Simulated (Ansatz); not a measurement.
# MoHO+ (septet): B2PLYP, RPA-PBE over vertical gaps between states and displaced geometries, def2-SVP

How well do these functionals follow the top wave-function level for MoHO+ (septet) over vertical gaps between states and displaced geometries?

Computed with Ansatz 0.2.0, Gaussian basis. Level: def2-SVP, all electrons in the functionals, frozen cores in the correlation of double hybrids and RPA.

The runs, in order: B2PLYP, RPA-PBE, at charge 1, septet; charge 1, quintet; charge 1, nonet; displaced geometry v1; displaced geometry v2.

26 further runs of the same task are left out: 9 for a known fault of the program, 8 that didn't finish, 9 set aside as unsound or not needed.

### Step 1. The system

The geometry is a PBE0/def2-TZVP stationary point (not a proven minimum). No spin-orbit coupling is included. Elements past krypton take def2 core potentials.

3 atoms, charge 1, spin multiplicity 7.

Atoms are counted from 1 here; the program's logs count them from 0.

Bond lengths: Mo1–O2 2.329 Å, O2–H3 0.976 Å. Angles: Mo1–O2–H3 180.0°.

No dispersion term is added.

The geometry shown and the zero of energy belong to the point charge 1, septet. The yardstick, UCCSD(T), and other wave-function levels (R restricted, U unrestricted, valence and pair active spaces) come from earlier runs.

### Step 2. B2PLYP, charge 1, septet

File in.yaml:

```yaml
crystal:
  periodic: [false, false, false]
  atoms:
    - {symbol: Mo, position_ang: [0.000000, 0.000000, 1.877700]}
    - {symbol: O, position_ang: [0.000000, 0.000000, -0.450800]}
    - {symbol: H, position_ang: [0.000000, 0.000000, -1.426900]}
basis:
  gaussian: {orbitals: def2-SVP}
total_charge: 1
magnetization: {spin_polarized: true, initial_magnetization: 6}
hamiltonian: {xc: {name: B2PLYP}}
correlation: {electrons: outside_noble_gas}
```

Run with:

```sh
$ ansatz run in.yaml --threads 1 --pin off --events-out ev --progress --plain --max-ram 2393MiB
```

The log of the run:

```text
Functional definition: B2PLYP
  name "B2PLYP"
  cite "Grimme, J. Chem. Phys. 124, 034108 (2006) doi:10.1063/1.2148954"
  cite "Becke, Phys. Rev. A 38, 3098 (1988) doi:10.1103/PhysRevA.38.3098"
  cite "Lee, Yang & Parr, Phys. Rev. B 37, 785 (1988) doi:10.1103/PhysRevB.37.785"
  parameter a = 0.53
  parameter c = 0.27
  exchange = (1 - a)*b88_x + a*exact_x
  correlation = (1 - c)*lyp_c + c*(mp2_os + mp2_ss)
508 factors; integrals over basis functions are off by at most 1.2e-3 eV
mean field evaluation 1: about -3892.9592 eV, gradient 3.2e1 eV
mean field evaluation 2: about -3893.0319 eV, gradient 3.2e1 eV
mean field evaluation 4: about -3897.0911 eV, gradient 1.9e0 eV
mean field evaluation 8: about -3897.1303 eV, gradient 2.3e-1 eV
mean field evaluation 16: about -3897.1324 eV, gradient 1.5e-3 eV
mean field evaluation 32: about -3897.1247 eV, gradient 5.6e-1 eV
mean field -3897.13236992 eV, -143.2169730234 hartree, gradient 2.3e-6 eV, S^2 12.003633; 2 other end points of the search recorded, 0 dependent functions left out
5 core orbitals not correlated: weight in the atoms' cores, before any rotation towards them, 0.999 or more for the frozen orbitals, at most 0.001 for the correlated occupied ones
reference -3897.13249834 eV, -143.2169777427 hartree; 9, 3 occupied and 36, 42 virtual orbitals, 508 factors
second order -6.25061138 eV of doubles, -0.00000000 eV of singles
Total energy: -3898.82016341 eV, -143.2789982902 hartree
```

Wall time 2.9 s (1 thread of Arm Neoverse V2, shared host).

From the report: ⟨S²⟩ of the determinant 12.004 (pure septet: 12.00).

### Step 3. B2PLYP, charge 1, quintet

Changes to in.yaml since step 2:

```diff
@@ -9,3 +9,3 @@
 total_charge: 1
-magnetization: {spin_polarized: true, initial_magnetization: 6}
+magnetization: {spin_polarized: true, initial_magnetization: 4}
 hamiltonian: {xc: {name: B2PLYP}}
```

Launched as before.

The log of the run, cut to the lines that bear on the results:

```text
Functional definition: B2PLYP
  name "B2PLYP"
  cite "Grimme, J. Chem. Phys. 124, 034108 (2006) doi:10.1063/1.2148954"
  cite "Becke, Phys. Rev. A 38, 3098 (1988) doi:10.1103/PhysRevA.38.3098"
  cite "Lee, Yang & Parr, Phys. Rev. B 37, 785 (1988) doi:10.1103/PhysRevB.37.785"
[...]
508 factors; integrals over basis functions are off by at most 1.2e-3 eV
[...]
mean field -3897.50028748 eV, -143.2304937442 hartree, gradient 3.9e-6 eV, S^2 6.833198; 7 other end points of the search recorded, 0 dependent functions left out
5 core orbitals not correlated: weight in the atoms' cores, before any rotation towards them, 0.999 or more for the frozen orbitals, at most 0.001 for the correlated occupied ones
reference -3897.50041888 eV, -143.2304985732 hartree; 8, 4 occupied and 37, 41 virtual orbitals, 508 factors
second order -6.87818389 eV of doubles, -0.00000000 eV of singles
Total energy: -3899.35752853 eV, -143.2987460940 hartree
```

Wall time 11 s (1 thread of Arm Neoverse V2, shared host).

From the report: ⟨S²⟩ of the determinant 6.833 (pure quintet: 6.00). The determinant is far from a pure spin state, so its energy mixes those of several spin states (harmless only where they are near-degenerate, as at dissociation).

From charge 1, septet: -0.537 eV.

### Step 4. B2PLYP, charge 1, nonet

Changes to in.yaml since step 3:

```diff
@@ -9,3 +9,3 @@
 total_charge: 1
-magnetization: {spin_polarized: true, initial_magnetization: 4}
+magnetization: {spin_polarized: true, initial_magnetization: 8}
 hamiltonian: {xc: {name: B2PLYP}}
```

The command is unchanged.

The log of the run, cut to the lines that bear on the results:

```text
Functional definition: B2PLYP
  name "B2PLYP"
  cite "Grimme, J. Chem. Phys. 124, 034108 (2006) doi:10.1063/1.2148954"
  cite "Becke, Phys. Rev. A 38, 3098 (1988) doi:10.1103/PhysRevA.38.3098"
  cite "Lee, Yang & Parr, Phys. Rev. B 37, 785 (1988) doi:10.1103/PhysRevB.37.785"
[...]
508 factors; integrals over basis functions are off by at most 1.2e-3 eV
[...]
mean field -3889.61347408 eV, -142.9406586978 hartree, gradient 2.0e-6 eV, S^2 20.004564; 1 other end points of the search recorded, 0 dependent functions left out
5 core orbitals not correlated: weight in the atoms' cores, before any rotation towards them, 0.996 or more for the frozen orbitals, at most 0.003 for the correlated occupied ones
reference -3889.61360951 eV, -142.9406636745 hartree; 10, 2 occupied and 35, 43 virtual orbitals, 508 factors
second order -5.41301842 eV of doubles, -0.00000000 eV of singles
Total energy: -3891.07512448 eV, -142.9943733592 hartree
```

It took 2.5 s on 1 thread of Arm Neoverse V2, shared host.

From the report: ⟨S²⟩ of the determinant 20.005 (pure nonet: 20.00).

From charge 1, septet: +7.745 eV.

### Step 5. B2PLYP, displaced geometry v1

File in.yaml:

```yaml
crystal:
  periodic: [false, false, false]
  atoms:
    - {symbol: Mo, position_ang: [-0.015433, -0.009008, 1.899340]}
    - {symbol: O, position_ang: [-0.016266, -0.025151, -0.440313]}
    - {symbol: H, position_ang: [0.031698, 0.034159, -1.459027]}
basis:
  gaussian: {orbitals: def2-SVP}
total_charge: 1
magnetization: {spin_polarized: true, initial_magnetization: 6}
hamiltonian: {xc: {name: B2PLYP}}
correlation: {electrons: outside_noble_gas}
```

Same command.

The log of the run, cut to the lines that bear on the results:

```text
Functional definition: B2PLYP
  name "B2PLYP"
  cite "Grimme, J. Chem. Phys. 124, 034108 (2006) doi:10.1063/1.2148954"
  cite "Becke, Phys. Rev. A 38, 3098 (1988) doi:10.1103/PhysRevA.38.3098"
  cite "Lee, Yang & Parr, Phys. Rev. B 37, 785 (1988) doi:10.1103/PhysRevB.37.785"
[...]
508 factors; integrals over basis functions are off by at most 1.4e-3 eV
[...]
mean field -3897.08250990 eV, -143.2151407013 hartree, gradient 1.1e-9 eV, S^2 12.003868; 4 other end points of the search recorded, 0 dependent functions left out
5 core orbitals not correlated: weight in the atoms' cores, before any rotation towards them, 0.999 or more for the frozen orbitals, at most 0.001 for the correlated occupied ones
reference -3897.08264053 eV, -143.2151455019 hartree; 9, 3 occupied and 36, 42 virtual orbitals, 508 factors
second order -6.30572642 eV of doubles, -0.00000000 eV of singles
Total energy: -3898.78518666 eV, -143.2777129183 hartree
```

Run time: 16 s. Hardware: 1 thread of Arm Neoverse V2, shared host.

From the report: ⟨S²⟩ of the determinant 12.004 (pure septet: 12.00).

From charge 1, septet: +0.035 eV.

### Step 6. B2PLYP, displaced geometry v2

File in.yaml:

```yaml
crystal:
  periodic: [false, false, false]
  atoms:
    - {symbol: Mo, position_ang: [0.084376, 0.005225, 1.872698]}
    - {symbol: O, position_ang: [-0.080498, 0.013599, -0.444209]}
    - {symbol: H, position_ang: [-0.003878, -0.018825, -1.428489]}
basis:
  gaussian: {orbitals: def2-SVP}
total_charge: 1
magnetization: {spin_polarized: true, initial_magnetization: 6}
hamiltonian: {xc: {name: B2PLYP}}
correlation: {electrons: outside_noble_gas}
```

Launched as before.

The log of the run, cut to the lines that bear on the results:

```text
Functional definition: B2PLYP
  name "B2PLYP"
  cite "Grimme, J. Chem. Phys. 124, 034108 (2006) doi:10.1063/1.2148954"
  cite "Becke, Phys. Rev. A 38, 3098 (1988) doi:10.1103/PhysRevA.38.3098"
  cite "Lee, Yang & Parr, Phys. Rev. B 37, 785 (1988) doi:10.1103/PhysRevB.37.785"
[...]
508 factors; integrals over basis functions are off by at most 1.2e-3 eV
[...]
mean field -3897.12928213 eV, -143.2168595492 hartree, gradient 6.4e-6 eV, S^2 12.003691; 4 other end points of the search recorded, 0 dependent functions left out
5 core orbitals not correlated: weight in the atoms' cores, before any rotation towards them, 0.999 or more for the frozen orbitals, at most 0.001 for the correlated occupied ones
reference -3897.12941101 eV, -143.2168642855 hartree; 9, 3 occupied and 36, 42 virtual orbitals, 508 factors
second order -6.27026588 eV of doubles, -0.00000000 eV of singles
Total energy: -3898.82238280 eV, -143.2790798512 hartree
```

It took 6.5 s on 1 thread of Arm Neoverse V2, shared host.

From the report: ⟨S²⟩ of the determinant 12.004 (pure septet: 12.00).

From charge 1, septet: -0.002 eV.

### Step 7. RPA-PBE, charge 1, septet

File in.yaml:

```yaml
crystal:
  periodic: [false, false, false]
  atoms:
    - {symbol: Mo, position_ang: [0.000000, 0.000000, 1.877700]}
    - {symbol: O, position_ang: [0.000000, 0.000000, -0.450800]}
    - {symbol: H, position_ang: [0.000000, 0.000000, -1.426900]}
basis:
  gaussian: {orbitals: def2-SVP}
total_charge: 1
magnetization: {spin_polarized: true, initial_magnetization: 6}
hamiltonian: {xc: {name: PBE}}
correlation: {method: rpa, electrons: outside_noble_gas}
```

Same command.

The log of the run, cut to the lines that bear on the results:

```text
Functional definition: PBE
  name "PBE"
  cite "Perdew, Burke & Ernzerhof, Phys. Rev. Lett. 77, 3865 (1996) doi:10.1103/PhysRevLett.77.3865"
  parent pbe
[...]
508 factors; integrals over basis functions are off by at most 1.2e-3 eV
[...]
mean field -3903.46695246 eV, -143.4497646379 hartree, gradient 2.1e-6 eV, S^2 12.002198; 7 other end points of the search recorded, 0 dependent functions left out
5 core orbitals not correlated: weight in the atoms' cores, before any rotation towards them, 1.000 or more for the frozen orbitals, at most 0.000 for the correlated occupied ones
reference -3881.66857018 eV, -142.6486888648 hartree; 9, 3 occupied and 36, 42 virtual orbitals, 508 factors
Total energy: -3891.18866933 eV, -142.9985460556 hartree
```

Run time: 9.5 s. Hardware: 1 thread of Arm Neoverse V2, shared host.

From the report: ⟨S²⟩ of the determinant 12.002 (pure septet: 12.00).

### Step 8. RPA-PBE, charge 1, quintet

Changes to in.yaml since step 7:

```diff
@@ -9,3 +9,3 @@
 total_charge: 1
-magnetization: {spin_polarized: true, initial_magnetization: 6}
+magnetization: {spin_polarized: true, initial_magnetization: 4}
 hamiltonian: {xc: {name: PBE}}
```

Launched as before.

The log of the run, cut to the lines that bear on the results:

```text
Functional definition: PBE
  name "PBE"
  cite "Perdew, Burke & Ernzerhof, Phys. Rev. Lett. 77, 3865 (1996) doi:10.1103/PhysRevLett.77.3865"
  parent pbe
[...]
508 factors; integrals over basis functions are off by at most 1.2e-3 eV
[...]
mean field -3904.62651772 eV, -143.4923778755 hartree, gradient 1.3e-6 eV, S^2 6.423301; 15 other end points of the search recorded, 0 dependent functions left out
5 core orbitals not correlated: weight in the atoms' cores, before any rotation towards them, 1.000 or more for the frozen orbitals, at most 0.000 for the correlated occupied ones
reference -3880.25335497 eV, -142.5966806650 hartree; 8, 4 occupied and 37, 41 virtual orbitals, 508 factors
Total energy: -3891.95367634 eV, -143.0266595445 hartree
```

Run time: 14 s. Hardware: 1 thread of Arm Neoverse V2, shared host.

From the report: ⟨S²⟩ of the determinant 6.423 (pure quintet: 6.00).

From charge 1, septet: -0.765 eV.

### Step 9. RPA-PBE, charge 1, nonet

Changes to in.yaml since step 8:

```diff
@@ -9,3 +9,3 @@
 total_charge: 1
-magnetization: {spin_polarized: true, initial_magnetization: 4}
+magnetization: {spin_polarized: true, initial_magnetization: 8}
 hamiltonian: {xc: {name: PBE}}
```

Launched as before.

The log of the run, cut to the lines that bear on the results:

```text
Functional definition: PBE
  name "PBE"
  cite "Perdew, Burke & Ernzerhof, Phys. Rev. Lett. 77, 3865 (1996) doi:10.1103/PhysRevLett.77.3865"
  parent pbe
[...]
508 factors; integrals over basis functions are off by at most 1.2e-3 eV
[...]
mean field -3896.17065182 eV, -143.1816305349 hartree, gradient 7.2e-6 eV, S^2 20.002027; 0 other end points of the search recorded, 0 dependent functions left out
5 core orbitals not correlated: weight in the atoms' cores, before any rotation towards them, 0.998 or more for the frozen orbitals, at most 0.002 for the correlated occupied ones
reference -3874.57491446 eV, -142.3880018252 hartree; 10, 2 occupied and 35, 43 virtual orbitals, 508 factors
Total energy: -3883.74878906 eV, -142.7251354984 hartree
```

Wall time 2 s (1 thread of Arm Neoverse V2, shared host).

From the report: ⟨S²⟩ of the determinant 20.002 (pure nonet: 20.00).

From charge 1, septet: +7.440 eV.

### Step 10. RPA-PBE, displaced geometry v1

File in.yaml:

```yaml
crystal:
  periodic: [false, false, false]
  atoms:
    - {symbol: Mo, position_ang: [-0.015433, -0.009008, 1.899340]}
    - {symbol: O, position_ang: [-0.016266, -0.025151, -0.440313]}
    - {symbol: H, position_ang: [0.031698, 0.034159, -1.459027]}
basis:
  gaussian: {orbitals: def2-SVP}
total_charge: 1
magnetization: {spin_polarized: true, initial_magnetization: 6}
hamiltonian: {xc: {name: PBE}}
correlation: {method: rpa, electrons: outside_noble_gas}
```

Same command.

The log of the run, cut to the lines that bear on the results:

```text
Functional definition: PBE
  name "PBE"
  cite "Perdew, Burke & Ernzerhof, Phys. Rev. Lett. 77, 3865 (1996) doi:10.1103/PhysRevLett.77.3865"
  parent pbe
[...]
508 factors; integrals over basis functions are off by at most 1.4e-3 eV
[...]
mean field -3903.45451387 eV, -143.4493075283 hartree, gradient 6.9e-10 eV, S^2 12.002382; 10 other end points of the search recorded, 0 dependent functions left out
5 core orbitals not correlated: weight in the atoms' cores, before any rotation towards them, 1.000 or more for the frozen orbitals, at most 0.000 for the correlated occupied ones
reference -3881.58534136 eV, -142.6456302619 hartree; 9, 3 occupied and 36, 42 virtual orbitals, 508 factors
Total energy: -3891.16383915 eV, -142.9976335634 hartree
```

Wall time 25 s (1 thread of Arm Neoverse V2, shared host).

From the report: ⟨S²⟩ of the determinant 12.002 (pure septet: 12.00).

From charge 1, septet: +0.025 eV.

### Step 11. RPA-PBE, displaced geometry v2

File in.yaml:

```yaml
crystal:
  periodic: [false, false, false]
  atoms:
    - {symbol: Mo, position_ang: [0.084376, 0.005225, 1.872698]}
    - {symbol: O, position_ang: [-0.080498, 0.013599, -0.444209]}
    - {symbol: H, position_ang: [-0.003878, -0.018825, -1.428489]}
basis:
  gaussian: {orbitals: def2-SVP}
total_charge: 1
magnetization: {spin_polarized: true, initial_magnetization: 6}
hamiltonian: {xc: {name: PBE}}
correlation: {method: rpa, electrons: outside_noble_gas}
```

Launched as before.

The log of the run, cut to the lines that bear on the results:

```text
Functional definition: PBE
  name "PBE"
  cite "Perdew, Burke & Ernzerhof, Phys. Rev. Lett. 77, 3865 (1996) doi:10.1103/PhysRevLett.77.3865"
  parent pbe
[...]
508 factors; integrals over basis functions are off by at most 1.2e-3 eV
[...]
mean field -3903.48061849 eV, -143.4502668554 hartree, gradient 4.3e-9 eV, S^2 12.002287; 10 other end points of the search recorded, 0 dependent functions left out
5 core orbitals not correlated: weight in the atoms' cores, before any rotation towards them, 1.000 or more for the frozen orbitals, at most 0.000 for the correlated occupied ones
reference -3881.64823005 eV, -142.6479413786 hartree; 9, 3 occupied and 36, 42 virtual orbitals, 508 factors
Total energy: -3891.19188734 eV, -142.9986643152 hartree
```

Run time: 18 s. Hardware: 1 thread of Arm Neoverse V2, shared host.

From the report: ⟨S²⟩ of the determinant 12.002 (pure septet: 12.00).

From charge 1, septet: -0.003 eV.

### Step 12. The comparison

No level is safe as a reference over these points; UCCSD(T) serves as a yardstick only. It comes from earlier runs at the same points. Energies in eV, counted from charge 1, septet; blanks weren't run or aren't comparable.

```tsv
level	septet to quintet	septet to nonet	displacement v1	displacement v2
UCCSD(T)	-0.431	7.596	0.034	0.000
B2PLYP	-0.537	7.745	0.035	-0.002
RPA-PBE	-0.765	7.440	0.025	-0.003
```

Largest miss and mean time a point (UCCSD(T) took 19 s a point; shared hosts):

```tsv
level	largest miss (eV)	where	time a point
B2PLYP	+0.149	septet to nonet	7.6 s
RPA-PBE	-0.334	septet to quintet	13 s
```

### Step 13. What came out

```
                   quantity                          value
septet to quintet, UCCSD(T)                      -0.431 eV
  septet to nonet, UCCSD(T)                       7.596 eV
  displacement v1, UCCSD(T)                       0.034 eV
  displacement v2, UCCSD(T)                       0.000 eV
       largest miss, B2PLYP    +0.149 eV (septet to nonet)
      largest miss, RPA-PBE  -0.334 eV (septet to quintet)
```

What this shows: Of the functionals, B2PLYP keep the smallest largest miss at the points compared (at most 0.149 eV) and RPA-PBE strays most (0.334 eV, at septet to quintet). B2PLYP, RPA-PBE clearly break the spin symmetry at some points (⟨S²⟩ up to 0.83 above the pure value), so energy there is bought with a mixed spin. Functionals and the yardstick converge differently with the basis, so part of each miss in def2-SVP is the basis. The yardstick itself may be off where one determinant is a poor start.
